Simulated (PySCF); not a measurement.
# The bond of MnI, level by level

One table from this session's results is given with a row withheld; the runs are named, their logs left out.

Computed with PySCF 2.14.0. Level: Mn def2-TZVP, I def2-TZVP with ECP28, scalar-relativistic core potentials.

The first run:

The job is set up so:

| Quantity | Value |
| --- | --- |
| atoms | Mn, I |
| charge | 0 |
| basis | Mn def2-TZVP, I def2-TZVP with ECP28 |
| Hamiltonian | scalar-relativistic core potentials |
| basis functions | 95 |
| electrons treated | 50 |
| masses in u | 54.9380, 126.9045 |
| levels | PBE0, PBE, r²SCAN, B2PLYP, r²SCAN0, PBEsol, ωB97X, HF, MP2, SCS-MP2 |
| grid | 80 radial by 434 angular points |
| occupations | held fixed by the projection of orbital angular momentum |
| dissociation limit | Mn + I, each in its ground configuration |
| starting distance in angstrom | 2.430 |
| values of 2S to try | 0, 2, 4, 6, 8 |

On the command line:

```console
OMP_NUM_THREADS=1 python dia.py task.json out
```

Steps of the session up to this table: The job; First curve: PBE0; Excited determinants; PBE; r²SCAN (meta-GGA); B2PLYP (double hybrid); r²SCAN0 (hybrid meta-GGA); PBEsol (GGA); ωB97X; UHF.

One table of the session follows, with a row left open; its other results are not shown here.

It belongs to the step «Constants by level of theory». 

| level | Re (Å) | ωe (cm⁻¹) | De (eV) | μ (D) |
| --- | --- | --- | --- | --- |
| UHF | 2.695 | 222.7 | 2.26 | -4.49 |
| UHF-MP2 | 2.617 | 233.7 | 2.71 | n/a |
| UHF-SCS-MP2 | 2.637 | 229.2 | 2.46 | n/a |
| PBE | 2.588 | 230.2 | 2.93 | -2.48 |
| PBEsol | 2.559 | 238.2 | 3.17 | -2.32 |
| r²SCAN | 2.591 | 236.6 | 3.10 | -3.03 |
| PBE0 | 2.602 | 234.0 | 2.78 | -3.28 |
| r²SCAN0 | ? | ? | ? | ? |
| ωB97X | 2.601 | 234.7 | 2.10 | -3.26 |
| B2PLYP | 2.621 | 228.4 | 2.38 | -3.78 |

**Question.** Estimate the row for r²SCAN0.

As computed: Re (Å): 2.606; ωe (cm⁻¹): 236.1; De (eV): 2.89; μ (D): -3.56. In the column «Re (Å)» it lies between PBE0 (2.602) and UHF-MP2 (2.617).

De is counted to Mn + I in their ground configurations.

Limits of these values: The state is the lowest single determinant that the PBE0 search found; with open d or f shells the true ground state can be another one.
